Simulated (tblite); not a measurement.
# GFN2-xTB run of C2H5FS (SMILES CSCF)

Aim: the electronic atomisation energy of C2H5FS at GFN2-xTB, from 5 runs. 

The calculation is run with tblite 0.8.0.

16 further runs of the same task are left out: 16 set aside as unsound or not needed.

**1. The structure to begin with**

C2H5FS: 9 atoms, total charge 0, spin state singlet. As SMILES, `CSCF`. The coordinates come from a GFN2-xTB relaxation. This is one conformer, not always the lowest.

Bond lengths: C1–S2 1.816 Å, S2–C3 1.810 Å, C3–F4 1.363 Å, C1–H5 1.087 Å, C1–H6 1.086 Å, C1–H7 1.085 Å, C3–H8 1.092 Å, C3–H9 1.094 Å. Some angles: C1–S2–C3 98.6°, S2–C3–F4 111.9°, S2–C1–H5 109.5°, S2–C1–H6 109.1°, S2–C1–H7 106.8°, S2–C3–H8 107.6°, S2–C3–H9 110.0°, F4–C3–H8 108.1°, F4–C3–H9 107.5°, H5–C1–H6 111.1°.

**2. Energy and forces at GFN2-xTB**

calc.py reads:

```python
import json
import numpy as np
from tblite.interface import Calculator

symbols = ["C", "S", "C", "F", "H", "H", "H", "H", "H"]
numbers = np.array([6, 16, 6, 9, 1, 1, 1, 1, 1])
positions = np.array([  # bohr
    [-1.191718, 1.986064, 1.205872],
    [0.088836, 1.291741, -1.902236],
    [1.092696, -1.927445, -1.331879],
    [3.067838, -2.040640, 0.317795],
    [-2.782319, 0.743588, 1.584516],
    [0.285519, 1.744349, 2.610335],
    [-1.814288, 3.939021, 1.166037],
    [1.715059, -2.716784, -3.133903],
    [-0.461622, -3.019896, -0.516538],
])

calculator = Calculator("GFN2-xTB", numbers, positions, charge=0, uhf=0)
calculator.set("verbosity", 0)
calculator.set("accuracy", 0.1)
calculator.add("spin-polarization", 1.0)
wfn = calculator.singlepoint()

print(f"E(total): {wfn.get('energy') * 27.211386:.8f} eV")
eps = np.atleast_2d(wfn.get("orbital-energies")) * 27.211386
occ = np.atleast_2d(wfn.get("orbital-occupations"))
filled = occ.sum(axis=0) if eps.shape[0] == 1 else occ[0]
homo = np.nonzero(filled > 0.5)[0].max()
print("  MO   occupation   energy/eV")
for i in range(max(0, homo - 4), min(eps.shape[1], homo + 5)):
    print(f"{i + 1:4d} {filled[i]:10.4f} {eps[0, i]:12.4f}")
mu = wfn.get("dipole") * 2.541746
print(f"Dipole moment: {np.linalg.norm(mu):.4f} D, components " + " ".join(f"{c:.4f}" for c in mu))
q = wfn.get("charges")
g = wfn.get("gradient")
print("atom     charge      dE/dx        dE/dy        dE/dz   (Eh/bohr)")
for i, s in enumerate(symbols):
    print(f"{s:<2}{i + 1:<3} {q[i]:9.4f} {g[i, 0]:12.7f} {g[i, 1]:12.7f} {g[i, 2]:12.7f}")
print(f"gradient norm {np.linalg.norm(g):.6f} Eh/bohr")
out = {k: np.asarray(wfn.get(k)).tolist() for k in ("energy", "gradient", "charges", "dipole", "orbital-energies", "orbital-occupations")}
out.update(symbols=symbols, positions=(positions * 0.529177210903).tolist())
json.dump(out, open("results.json", "w"))
```

Run with:

```
$ python calc.py
```

Output:

```text
E(total): -402.52838974 eV
  MO   occupation   energy/eV
   9     1.0000     -13.6958
  10     1.0000     -13.2945
  11     1.0000     -12.6923
  12     1.0000     -12.4173
  13     1.0000     -10.2866
  14     0.0000      -5.9098
  15     0.0000      -4.0547
  16     0.0000      -1.0497
  17     0.0000      -0.3113
Dipole moment: 2.2253 D, components -1.8984 -0.8259 0.8162
atom     charge      dE/dx        dE/dy        dE/dz   (Eh/bohr)
C 1     -0.0536    0.0000005   -0.0001765   -0.0000038
S 2     -0.1748    0.0001818   -0.0004094    0.0000393
C 3      0.1476    0.0000879    0.0006040    0.0001543
F 4     -0.2354   -0.0000977   -0.0000323   -0.0001891
H 5      0.0533   -0.0000469   -0.0000596   -0.0000534
H 6      0.0657    0.0001346    0.0000310    0.0001190
H 7      0.0663   -0.0001195    0.0002525   -0.0000269
H 8      0.0701    0.0000118   -0.0000572   -0.0000732
H 9      0.0608   -0.0001525   -0.0001525    0.0000340
gradient norm 0.000924 Eh/bohr
```

Run time: 0.19 s. Hardware: 1 thread of Intel Xeon at 2.70GHz, shared host.

**3. The C atom: a single-point energy at GFN2-xTB**

run.py reads:

```python
import json
import numpy as np
from tblite.interface import Calculator
from tblite.interface import symbols_to_numbers

geometry = """
C      0.000000     0.000000     0.000000
"""
lines = [l.split() for l in geometry.strip().splitlines()]
symbols = [l[0] for l in lines]
numbers = np.array(symbols_to_numbers(symbols))
positions = np.array([l[1:4] for l in lines], float) / 0.529177210903

xtb = Calculator("GFN2-xTB", numbers, positions, charge=0, uhf=2)
xtb.set("accuracy", 0.1)
xtb.add("spin-polarization", 1.0)
res = xtb.singlepoint()

print(f"Total energy: {res.get('energy') * 2625.4996:.8f} kJ/mol")
eps = np.atleast_2d(res.get("orbital-energies")) * 27.211386
occ = np.atleast_2d(res.get("orbital-occupations"))
filled = occ.sum(axis=0) if eps.shape[0] == 1 else occ[0]
homo = np.nonzero(filled > 0.5)[0].max()
print(f"HOMO {eps[0, homo]:.4f} eV")
if homo + 1 < eps.shape[1]:
    print(f"LUMO {eps[0, homo + 1]:.4f} eV, gap {eps[0, homo + 1] - eps[0, homo]:.4f} eV")
mu = res.get("dipole") * 2.541746
print(f"dipole: {np.linalg.norm(mu):.4f} D, components " + " ".join(f"{c:.4f}" for c in mu))
q = res.get("charges")
print("Charges:", " ".join(f"{s}{i + 1}={c:+.4f}" for i, (s, c) in enumerate(zip(symbols, q))))
out = {k: np.asarray(res.get(k)).tolist() for k in ("energy", "gradient", "charges", "dipole", "orbital-energies", "orbital-occupations")}
out.update(symbols=symbols, positions=(positions * 0.529177210903).tolist())
json.dump(out, open("results.json", "w"))
```

Run with:

```
$ python run.py
```

Output:

```text
------------------------------------------------------------
  cycle        total energy    energy error   density error
------------------------------------------------------------
      1     -1.838646371365  -1.8386464E+00   5.2223297E-01
      2     -1.838646371365   0.0000000E+00   3.1333978E-01
      3     -1.838646371365   0.0000000E+00   1.8798507E-05
      4     -1.838646371365   0.0000000E+00   8.7722993E-14
------------------------------------------------------------

 total:                                   0.001 sec
Total energy: -4827.36531256 kJ/mol
HOMO -14.1114 eV
dipole: 0.0000 D, components 0.0000 0.0000 0.0000
Charges: C1=+0.0000
```

Wall time 0.22 s (1 thread of Intel Xeon at 2.70GHz, shared host).

**4. The F atom: a single-point energy at GFN2-xTB**

start.xyz reads:

```xyz
1

F      0.000000     0.000000     0.000000
```

run.py reads:

```python
import json
import numpy as np
from tblite.interface import Calculator
from tblite.interface import symbols_to_numbers

symbols = list(map(str, np.loadtxt("start.xyz", skiprows=2, usecols=0, dtype=str, ndmin=1)))
numbers = np.array(symbols_to_numbers(symbols))
positions = np.loadtxt("start.xyz", skiprows=2, usecols=(1, 2, 3), ndmin=2) / 0.5291772

xtb = Calculator("GFN2-xTB", numbers, positions, charge=0, uhf=1)
xtb.set("accuracy", 0.1)
xtb.add("spin-polarization", 1.0)
res = xtb.singlepoint()

print(f"total energy: {res.get('energy'):.8f} Eh")
eps = np.atleast_2d(res.get("orbital-energies")) * 27.211386
occ = np.atleast_2d(res.get("orbital-occupations"))
filled = occ.sum(axis=0) if eps.shape[0] == 1 else occ[0]
homo = np.nonzero(filled > 0.5)[0].max()
print("  MO   occupation   energy/eV")
for i in range(max(0, homo - 4), min(eps.shape[1], homo + 5)):
    print(f"{i + 1:4d} {filled[i]:10.4f} {eps[0, i]:12.4f}")
mu = res.get("dipole") * 2.541746
print(f"dipole: {np.linalg.norm(mu):.4f} D, components " + " ".join(f"{c:.4f}" for c in mu))
q = res.get("charges")
print("Charges:", " ".join(f"{s}{i + 1}={c:+.4f}" for i, (s, c) in enumerate(zip(symbols, q))))
out = {k: np.asarray(res.get(k)).tolist() for k in ("energy", "gradient", "charges", "dipole", "orbital-energies", "orbital-occupations")}
out.update(symbols=symbols, positions=(positions * 0.529177210903).tolist())
json.dump(out, open("results.json", "w"))
```

Run with:

```
$ python run.py
```

Output:

```text
------------------------------------------------------------
  cycle        total energy    energy error   density error
------------------------------------------------------------
      1     -4.634302464231  -4.6343025E+00   2.1320072E-01
      2     -4.634302464231   0.0000000E+00   1.2792043E-01
      3     -4.634302464231   0.0000000E+00   7.6744583E-06
      4     -4.634302464231   0.0000000E+00   5.9648487E-15
------------------------------------------------------------

 total:                                   0.001 sec
total energy: -4.63430246 Eh
  MO   occupation   energy/eV
   1     1.0000     -24.3068
   2     1.0000     -16.5609
   3     1.0000     -16.5609
   4     1.0000     -16.5609
dipole: 0.0000 D, components 0.0000 0.0000 0.0000
Charges: F1=+0.0000
```

Wall time 0.18 s (1 thread of Intel Xeon at 2.70GHz, shared host).

**5. The H atom: a single-point energy at GFN2-xTB**

geom.xyz reads:

```xyz
1

H      0.000000     0.000000     0.000000
```

run.py reads:

```python
import json
import numpy as np
from tblite.interface import Calculator
from tblite.interface import symbols_to_numbers

symbols = list(map(str, np.loadtxt("geom.xyz", skiprows=2, usecols=0, dtype=str, ndmin=1)))
numbers = np.array(symbols_to_numbers(symbols))
positions = np.loadtxt("geom.xyz", skiprows=2, usecols=(1, 2, 3), ndmin=2) / 0.5291772

calc = Calculator("GFN2-xTB", numbers, positions, charge=0, uhf=1)
calc.set("verbosity", 0)
calc.set("accuracy", 0.1)
calc.add("spin-polarization", 1.0)
result = calc.singlepoint()

print(f"total energy: {result.get('energy') * 2625.4996:.8f} kJ/mol")
eps = np.atleast_2d(result.get("orbital-energies")) * 27.211386
occ = np.atleast_2d(result.get("orbital-occupations"))
filled = occ.sum(axis=0) if eps.shape[0] == 1 else occ[0]
homo = np.nonzero(filled > 0.5)[0].max()
print(f"HOMO {eps[0, homo]:.4f} eV")
if homo + 1 < eps.shape[1]:
    print(f"LUMO {eps[0, homo + 1]:.4f} eV, gap {eps[0, homo + 1] - eps[0, homo]:.4f} eV")
mu = result.get("dipole") * 2.541746
print(f"Dipole moment: {np.linalg.norm(mu):.4f} D, components " + " ".join(f"{c:.4f}" for c in mu))
q = result.get("charges")
print("Charges:", " ".join(f"{s}{i + 1}={c:+.4f}" for i, (s, c) in enumerate(zip(symbols, q))))
out = {k: np.asarray(result.get(k)).tolist() for k in ("energy", "gradient", "charges", "dipole", "orbital-energies", "orbital-occupations")}
out.update(symbols=symbols, positions=(positions * 0.529177210903).tolist())
json.dump(out, open("results.json", "w"))
```

Run the same way, it converges to -0.42930 Eh (log not shown).

**6. The S atom: a single-point energy at GFN2-xTB**

calc.py reads:

```python
"""GFN2-xTB single point"""
import json
import numpy as np
from tblite.interface import Calculator
from tblite.interface import symbols_to_numbers

geometry = """
S      0.000000     0.000000     0.000000
"""
lines = [l.split() for l in geometry.strip().splitlines()]
symbols = [l[0] for l in lines]
numbers = np.array(symbols_to_numbers(symbols))
positions = np.array([l[1:4] for l in lines], float) / 0.52917721

xtb = Calculator("GFN2-xTB", numbers, positions, charge=0, uhf=2)
xtb.set("verbosity", 0)
xtb.set("accuracy", 0.1)
xtb.add("spin-polarization", 1.0)
wfn = xtb.singlepoint()

print(f"E(total): {wfn.get('energy') * 27.211386:.8f} eV")
eps = np.atleast_2d(wfn.get("orbital-energies")) * 27.211386
occ = np.atleast_2d(wfn.get("orbital-occupations"))
filled = occ.sum(axis=0) if eps.shape[0] == 1 else occ[0]
homo = np.nonzero(filled > 0.5)[0].max()
print(f"HOMO {eps[0, homo]:.4f} eV")
if homo + 1 < eps.shape[1]:
    print(f"LUMO {eps[0, homo + 1]:.4f} eV, gap {eps[0, homo + 1] - eps[0, homo]:.4f} eV")
mu = wfn.get("dipole") * 2.541746
print(f"Dipole moment: {np.linalg.norm(mu):.4f} D, components " + " ".join(f"{c:.4f}" for c in mu))
q = wfn.get("charges")
print("Charges:", " ".join(f"{s}{i + 1}={c:+.4f}" for i, (s, c) in enumerate(zip(symbols, q))))
out = {k: np.asarray(wfn.get(k)).tolist() for k in ("energy", "gradient", "charges", "dipole", "orbital-energies", "orbital-occupations")}
out.update(symbols=symbols, positions=(positions * 0.529177210903).tolist())
json.dump(out, open("results.json", "w"))
```

Run the same way, it converges to -3.17746 Eh (log not shown).

**7. Summary of results**

At GFN2-xTB:

```
                                     quantity         value
                       molecule: total energy  -14.79265 Eh
                      molecule: dipole moment        2.23 D
                        molecule: HOMO energy     -10.29 eV
                        molecule: LUMO energy      -5.91 eV
                      molecule: HOMO–LUMO gap       4.38 eV
           molecule: largest force on an atom    0.032 eV/Å
                         C atom: total energy   -1.83865 Eh
                        C atom: dipole moment        0.00 D
C atom: HOMO energy (as the program lists it)     -14.11 eV
             C atom: largest force on an atom    0.000 eV/Å
                         F atom: total energy   -4.63430 Eh
                        F atom: dipole moment        0.00 D
F atom: HOMO energy (as the program lists it)     -16.56 eV
             F atom: largest force on an atom    0.000 eV/Å
                         H atom: total energy   -0.42930 Eh
                        H atom: dipole moment        0.00 D
H atom: HOMO energy (as the program lists it)     -12.66 eV
             H atom: largest force on an atom    0.000 eV/Å
                         S atom: total energy   -3.17746 Eh
                        S atom: dipole moment        0.00 D
S atom: HOMO energy (as the program lists it)     -12.22 eV
S atom: LUMO energy (as the program lists it)      -1.08 eV
             S atom: largest force on an atom    0.000 eV/Å
                electronic atomisation energy     31.487 eV
```

In words: Taking the molecule apart into free atoms costs 31.49 eV (726 kcal/mol), before zero-point energy and without spin-orbit coupling. Tight-binding and semi-empirical models aren't fitted to free atoms, so this value can be far from the true one.
